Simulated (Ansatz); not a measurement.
Cs2YTlF6, space group Fm-3m, an SCF with some post-processing

Run with the Ansatz DFT code, driven from Python.

`report_cs2ytlf6.py`
```python
"""One SCF of Cs2YTlF6 and its post-processing."""

from dataclasses import dataclass
from pathlib import Path
import warnings

import ansatz as az
from ase.data import atomic_numbers
import numpy as np
import spglib


@dataclass
class RunConfig:
    xc: str = "r2scan"
    cutoff: int = 450
    k_density: float = 1.9
    filling: str = "fixed"


opts = RunConfig()

warnings.simplefilter("ignore", az.DeckWarning)

cell = (
    az.Lattice.fcc(9.62506)
    .space_group(225)
    .atom("Cs", (0.25, 0.25, 0.75))
    .atom("Y", (0.0, 0.0, 0.0))
    .atom("Tl", (0.5, 0.0, 0.0))
    .atom("F", (0.22475, 0.0, 0.0))
    .primitive()
)

calc = (
    cell.calculation()
    .functional(opts.xc)
    .basis(opts.cutoff)
    .kpoints(density=opts.k_density)
    .occupations(opts.filling)
    .band_table()
    .populations()
    .cutoff_correction(900)
    .band_densities([("v1", "v1"), ("c1", "c1")])
)
history = []
done = calc.session().plan().execute(on_event=lambda event: history.append(event["data"]["dr2_ev"]) if event["event"] == "scf_iter" else None)
summary = done.report
print("density residual by iteration (eV):", " ".join(f"{value:.1e}" for value in history[:40]))

for key in ("converged", "n_iterations", "n_electrons", "n_kpoints", "n_pw", "n_symmetry_ops", "free_energy_ev", "fermi_energy_ev"):
    print(f"{key:18s} {summary[key]}")

# band edges over the mesh points; the true edges can lie between them
levels = np.array(summary["eigenvalues_ev"])
filled = round(summary["n_electrons"] / 2)
top, bottom = levels[:, filled - 1], levels[:, filled]
print("top of band", filled, "at k =", summary["kpoints_frac"][top.argmax()], f"{top.max():.4f} eV")
print("bottom of band", filled + 1, "at k =", summary["kpoints_frac"][bottom.argmin()], f"{bottom.min():.4f} eV")
print(f"gap by band count {bottom.min() - top.max():.3f} eV, least direct gap {(bottom - top).min():.3f} eV")

files = Path(done.write_results("tables"))
print((files / "populations.tsv").read_text())

# estimate of what a larger basis would gain, without a second SCF
estimate = summary.get("cutoff_correction")
if estimate:
    print("towards {} eV the energy would change by {:.2f} meV/atom".format(estimate["reference_ecutwfc_ev"], 1000 * estimate["energy_ev"] / len(done.lattice.sites)))

spg_cell = (done.lattice.cell_ang, [s.position_frac for s in done.lattice.sites], [atomic_numbers[s.symbol] for s in done.lattice.sites])
# space group as spglib finds it
found = spglib.get_symmetry_dataset(spg_cell, symprec=1e-3)
print(found.international, found.number, "point group", found.pointgroup)
for site, letter, group in zip(done.lattice.sites, found.wyckoffs, found.site_symmetry_symbols):
    print(f"  {site.symbol:2s} Wyckoff {letter}  site symmetry {group}")

# how spread out the top filled and lowest empty bands are
for name, window in zip(("top filled band", "lowest empty band"), done.band_densities().windows):
    field = window.outcome.density.channels[0].density_e_per_ang3
    ratio = field.mean() ** 2 / np.mean(field ** 2)
    print(f"{name}: band {window.window.first}, participation ratio {ratio:.3f} of the cell")
```

`python report_cs2ytlf6.py` gives:
```text
density residual by iteration (eV): 1.6e-01 1.5e-02 3.0e-03 1.4e-04 1.1e-05 5.2e-07 2.0e-08
converged          True
n_iterations       7
n_electrons        84.0
n_kpoints          4
n_pw               4909
n_symmetry_ops     48
free_energy_ev     -31564.741492637477
fermi_energy_ev    3.511834330747314
top of band 42 at k = [0.0, 0.0, 0.3333333333333333] 3.5118 eV
bottom of band 43 at k = [0.0, 0.3333333333333333, 0.3333333333333333] 8.9800 eV
gap by band count 5.468 eV, least direct gap 5.627 eV
# site	symbol	l	j	q
# orbitals = lowdin
# n_electrons = 84.000000
# spilling = 0.002869
0	Cs	0_5S	-	1.934913
0	Cs	0_6S	-	0.204886
0	Cs	1_5P	-	5.926954
1	Cs	0_5S	-	1.934913
1	Cs	0_6S	-	0.204886
1	Cs	1_5P	-	5.926954
2	Y	0_4S	-	1.972246
2	Y	0_5S	-	0.277080
2	Y	1_4P	-	5.985654
2	Y	2_4D	-	1.413977
3	Tl	0_6S	-	1.862418
3	Tl	1_6P	-	0.658560
3	Tl	2_5D	-	9.996859
4	F	0_2S	-	1.891276
4	F	1_2P	-	5.685176
5	F	0_2S	-	1.891276
5	F	1_2P	-	5.685176
6	F	0_2S	-	1.891276
6	F	1_2P	-	5.685176
7	F	0_2S	-	1.891276
7	F	1_2P	-	5.685176
8	F	0_2S	-	1.891276
8	F	1_2P	-	5.685176
9	F	0_2S	-	1.891276
9	F	1_2P	-	5.685176

towards 900.0 eV the energy would change by -5.40 meV/atom
Fm-3m 225 point group m-3m
  Cs Wyckoff c  site symmetry -43m
  Cs Wyckoff c  site symmetry -43m
  Y  Wyckoff a  site symmetry m-3m
  Tl Wyckoff b  site symmetry m-3m
  F  Wyckoff e  site symmetry 4m.m
  F  Wyckoff e  site symmetry 4m.m
  F  Wyckoff e  site symmetry 4m.m
  F  Wyckoff e  site symmetry 4m.m
  F  Wyckoff e  site symmetry 4m.m
  F  Wyckoff e  site symmetry 4m.m
top filled band: band 42, participation ratio 0.072 of the cell
lowest empty band: band 43, participation ratio 0.500 of the cell
```

Notes:
- These settings explore the input space; cutoff and mesh may be short of convergence.
- The cutoff lies under the one recommended for these potentials.
- No spin polarisation was allowed.
- Along an axis with an odd division the mesh misses the point at one half; a gap read on a finite mesh is an upper bound on this functional's gap.
- Spin-orbit coupling, left out here, can change this gap by several tenths of an eV, and inverted bands can meet off the mesh.
- The Fermi level of a run with fixed occupations marks the highest occupied state on its mesh, not mid-gap.
- The zero of the levels is a convention of the potentials, so an absolute Fermi energy is no work function.
- This cell is a computed structure, which may not be the phase found in nature.
- Levels are Kohn-Sham eigenvalues on this mesh, without spin-orbit coupling.
- The script silences the warnings on its input, which a real study should read.
- It ran for 14 s on 1 thread of Arm Neoverse V1, with other jobs on the host, peak memory 0.89 GiB.
